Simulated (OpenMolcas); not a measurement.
# Ta⁴⁺ among point charges: CASSCF and CASPT2 levels and susceptibility

Aim: the splitting of the states of Ta⁴⁺ in the field of 5 point charges, its lowest levels with spin-orbit coupling and its magnetic susceptibility.

Method: state-averaged CASSCF and CASPT2, spin-orbit coupling by RASSI with atomic mean-field integrals. Code: OpenMolcas 26.06.

## Step 1: The atom as given

| Item | Value |
| --- | --- |
| Species | Ta⁴⁺ (tantalum, Z = 73, 69 electrons) |
| Basis | ANO-RCC-VDZP [7s6p4d2f1g], 68 functions |
| Scalar Hamiltonian | DKH2, point nucleus |
| Inactive shells | 1s 2s 2p 3s 3p 3d 4s 4p 4d 4f 5s 5p |
| Active space | 1 electron in 5 orbitals (5d) |
| Some configurations of this space | 5d |
| Orbitals | optimised for each spin and parity, averaged over all roots |

Outer shells as boxes (Hund's rule):

5d
```
5d [↑ ][  ][  ][  ][  ]
```

The ion sits among 5 point charges of -2 e arranged as a trigonal bipyramid (D3h), 2.11 Å from the ion, with the axial distance 2.173 Å.

The work runs as a chain of OpenMolcas steps in one folder; each step below is one input file. Labels, J, g values, rates, χT and fits are worked out afterwards by a script from the matrices that RASSI stores.

## Step 2: One- and two-electron integrals

The input, a.inp:

```
&GATEWAY
Coord
1

Ta 0.0 0.0 0.0
Basis=ANO-RCC-VDZP
Group=NoSym
NoMove
AngMom=0.0 0.0 0.0
AMFI
XField
5 Angstrom 0
2.110000 0.000000 0.000000 -2.000000
-1.055000 1.827314 0.000000 -2.000000
-1.055000 -1.827314 0.000000 -2.000000
0.000000 0.000000 2.173300 -2.000000
0.000000 0.000000 -2.173300 -2.000000
&SEWARD
```

Run with:

```bash
> OMP_NUM_THREADS=1 MOLCAS_MEM=1689 MOLCAS_PROJECT=a pymolcas a.inp > a.log
```

## Step 3: Reference wave functions, doublets, 5 roots

The input, a.inp:

```
&RASSCF
FileOrb=start.orb
Symmetry=1
Spin=2
nActEl=1 0 0
Inactive=34
Ras2=5
CIRoot=5 5 1
SDav=5
CIMx=300
Iter=120 100
PrWF=0.3
OrbListing=Nothing
MaxOrb=0
>>> COPY $Project.JobIph JOB001
```

start.orb holds the contracted functions of the basis, ordered by shell, or the orbitals of the step before.

## Step 4: State interaction with spin-orbit coupling

The input, a.inp:

```
&RASSI
NrOfJobIphs=1 5
1 2 3 4 5
IphNames
JOB001
EJob
SpinOrbit
DIPRint=1.0
SOCoupling=1000.0
Subsets=2
Property=9
'ANGMOM' 1 'ANGMOM' 2 'ANGMOM' 3 'MLTPL  1' 1 'MLTPL  1' 2 'MLTPL  1' 3
'AMFI' 1 'AMFI' 2 'AMFI' 3
SOProperty=3
'ANGMOM' 1 'ANGMOM' 2 'ANGMOM' 3
```

## Step 5: CASPT2: IPEA 0.25, imaginary shift 0.1 (closed shells correlated: 4f 5s 5p)

The input, a.inp:

```
>>> COPY JOB001 $Project.JobIph
&CASPT2
Multistate=5 1 2 3 4 5
NoMult
Frozen=23
IPEA=0.25
Imaginary=0.1
MaxIter=60
WThr=0.0 0.3 0.05
PrWF=0.5
NoMix
```

(Steps that only read results are left out.)

What does the calculation give? Wanted: spin-free ground state; first state of the same spin within the active space; lowest level; next level.

As calculated:

```
                                            quantity                                                                           value
                                              method  SS-CASPT2, IPEA 0.25, imaginary shift 0.1 (closed shells correlated: 4f 5s 5p)
                              spin-free ground state                                                  2E, 2-fold in its orbital part
first state of the same spin within the active space                                                                  2E at 517 cm⁻¹
                                        lowest level                                               2-fold E3/2, g = 0.00, 0.00, 2.30
                                          next level                                                                     1358.1 cm⁻¹
                                         χT at 300 K                                                                  0.19 cm³ K/mol
                           effective moment at 300 K                                                                         1.23 μB
```

Cost by method:

| method | time of its own steps | time with the reference |
| --- | --- | --- |
| A. CASSCF | 3.2 s | 3.2 s |
| B. SS-CASPT2, IPEA 0.25, imaginary shift 0.1, +4f 5s 5p | 1.8 s | 5 s |

Times are of one thread on a shared host.

The spin-free ground state (2E) comes to 100 % from free-ion D terms and keeps the highest spin of the shell. χT at 300 K is 0.19, against 0.38 cm³ K/mol for the spin alone, so orbital moment lowers it. CASPT2 does not keep the components of a term degenerate, and the means are used. The field of point charges can differ much from that of real complexes. Point charges carry no covalency, so the field is a model and not that of real ligands.
